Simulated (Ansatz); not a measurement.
# C2H7BO2S: a ladder of functionals and wavefunction methods

Aim: compute C2H7BO2S with functionals from several rungs and with coupled cluster, and see how far each lands from CCSD(T) at the basis-set limit for the atomisation energy.

The runs use Ansatz 0.2.0, Gaussian basis; functionals in def2-TZVPP, the program's frozen cores in correlated methods.

Levels to be run: PBE-D4, r2SCAN-D4, PBE0-D4, B3LYP-D4, ωB97X-V, ωB97M-V, B2PLYP; CCSD(T)/def2-TZVPP; MP2/def2-QZVPP; extrapolation to the limit.

### 1 The geometry

All runs share one geometry, relaxed beforehand with PBE0-D4 in a triple-zeta def2 set.

13 atoms, charge 0, spin multiplicity 1.

Atoms are counted from 1 here; the program's logs count them from 0.

Bond lengths: C1–O2 1.403 Å, C1–H7 1.095 Å, C1–H8 1.090 Å, C1–H9 1.095 Å, O2–B3 1.355 Å, B3–S4 1.838 Å, B3–O5 1.354 Å, S4–H10 1.340 Å, O5–C6 1.409 Å, C6–H11 1.095 Å, C6–H12 1.090 Å, C6–H13 1.095 Å. Angles: O2–C1–H7 111.5°, O2–C1–H8 107.6°, O2–C1–H9 111.5°, H7–C1–H8 108.5°, H7–C1–H9 109.1°, H8–C1–H9 108.5°, C1–O2–B3 124.7°, O2–B3–S4 125.2°, O2–B3–O5 115.8°, S4–B3–O5 119.0°, B3–S4–H10 97.1°, B3–O5–C6 122.5°, O5–C6–H11 111.3°, O5–C6–H12 107.6°, O5–C6–H13 111.3°, H11–C6–H12 108.8°, H11–C6–H13 108.8°, H12–C6–H13 108.8°.

Geometry (Å):

```mol
C2H7BO2S
  3D, bonds by distance, orders not assigned

 13 12  0  0  0  0  0  0  0  0999 V2000
   -1.6958   -1.6523   -0.0722 C   0  0
   -0.7618   -0.9257    0.6820 O   0  0
    0.0696    0.0187    0.1792 B   0  0
    0.1425    0.5368   -1.5828 S   0  0
    0.9002    0.6090    1.0715 O   0  0
    1.8214    1.6089    0.7019 C   0  0
   -2.4377   -0.9937   -0.5363 H   0  0
   -2.2130   -2.3297    0.6075 H   0  0
   -1.2078   -2.2482   -0.8508 H   0  0
   -0.8112   -0.2873   -2.0376 H   0  0
    1.3127    2.4854    0.2886 H   0  0
    2.3625    1.9069    1.5996 H   0  0
    2.5389    1.2362   -0.0359 H   0  0
  1  2  8  0
  2  3  8  0
  3  4  8  0
  3  5  8  0
  5  6  8  0
  1  7  8  0
  1  8  8  0
  1  9  8  0
  4 10  8  0
  6 11  8  0
  6 12  8  0
  6 13  8  0
M  END
```

### 2 PBE-D4 (GGA)

Contents of in.yaml:

```yaml
crystal:
  periodic: [false, false, false]
  atoms:
    - {symbol: C, position_ang: [-1.695841, -1.652277, -0.072243]}
    - {symbol: O, position_ang: [-0.761760, -0.925722, 0.681983]}
    - {symbol: B, position_ang: [0.069633, 0.018702, 0.179182]}
    - {symbol: S, position_ang: [0.142502, 0.536756, -1.582843]}
    - {symbol: O, position_ang: [0.900250, 0.608996, 1.071476]}
    - {symbol: C, position_ang: [1.821381, 1.608871, 0.701907]}
    - {symbol: H, position_ang: [-2.437698, -0.993696, -0.536275]}
    - {symbol: H, position_ang: [-2.212991, -2.329671, 0.607487]}
    - {symbol: H, position_ang: [-1.207840, -2.248193, -0.850797]}
    - {symbol: H, position_ang: [-0.811196, -0.287278, -2.037561]}
    - {symbol: H, position_ang: [1.312666, 2.485413, 0.288556]}
    - {symbol: H, position_ang: [2.362515, 1.906879, 1.599609]}
    - {symbol: H, position_ang: [2.538878, 1.236220, -0.035882]}
basis:
  gaussian: {orbitals: def2-TZVPP}
hamiltonian: {xc: pbe, dispersion: d4}
output: {forces: true, orbitals: {seedname: orbitals}}
```

Command:

```
$ ansatz run in.yaml --threads 2 --pin off --events-out ev --progress --plain --max-ram 22528MiB --backend cuda --devices 0, --max-vram 18GiB
```

The runs that follow: r2SCAN-D4 (meta-GGA); PBE0-D4 (hybrid); B3LYP-D4 (hybrid); ωB97X-V (range-separated); ωB97M-V (range-separated); B2PLYP (double hybrid); CCSD(T) in def2-TZVPP; MP2 in def2-QZVPP.

Q: Predict the results of all the runs planned. Wanted: atomisation energy, CCSD(T)/CBS; farthest; mean size of error, hybrid; mean size of error, range-separated; gap, smallest and largest; T1 diagnostic; triples share of the correlation energy.

As calculated:

| quantity | value |
| --- | --- |
| atomisation energy, CCSD(T)/CBS | 5148.2 kJ/mol |
| functionals within 25.7 kJ/mol (0.5 %) | PBE0-D4, B3LYP-D4, ωB97X-V |
| farthest | PBE-D4 (+124.1 kJ/mol) |
| mean size of error, hybrid | 12.7 kJ/mol |
| mean size of error, range-separated | 23.2 kJ/mol |
| gap, smallest and largest | 6.06 eV (PBE-D4), 12.57 eV (ωB97X-V) |
| T1 diagnostic | 0.0124 |
| triples share of the correlation energy | 3.9 % |

PBE-D4 is off by +124.1 kJ/mol. Double hybrids carry the basis error of their MP2 part in triple zeta, and no dispersion term here, so their miss is partly the set-up's. Misses under about 25.7 kJ/mol are within the doubt on the reference itself, which lacks core-valence correlation, relativity and higher excitations. Hartree-Fock recovers 73 % of the binding; the rest is correlation. Orbital gaps span 6.1 to 12.6 eV; exact exchange widens them.
